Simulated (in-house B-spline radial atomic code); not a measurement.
# Lu: the cost of one run

The numbers are computed with an in-house B-spline radial atomic code, version 1 (Dirac-Hartree-Fock, RPA and Brueckner orbitals, sums over states, B-spline basis), except any that are marked as measured or tabulated.

## 1. What is computed

- element: lutetium (Z = 71)
- charge: +38
- closed core: [Ar] 3d10 4s2 4p1/2^2
- nucleus: mass number 175, rms radius 5.370 fm
- note: closed in jj coupling only

## 2. The run

Input settings, with the grid that the program derived:

```ini
basis_form = 2
Z = 71
core_configuration = [Ar] 3d10 4s2 4p-2
rms_radius = 5.37
mass_number = 175
speed_of_light = 137.035999084
box_radius = 1.795
lmax = 6
intervals = 55
virtual_cutoff = 10082.0
```

Run with:

```
$ python run_mb.py task.json out
```

The settings stand in task.json.

**Question.** How long does this run take on 1 thread of Arm Neoverse V1, shared host, and how much memory does it need?

About 18 s, with a peak of 0.21 GiB.
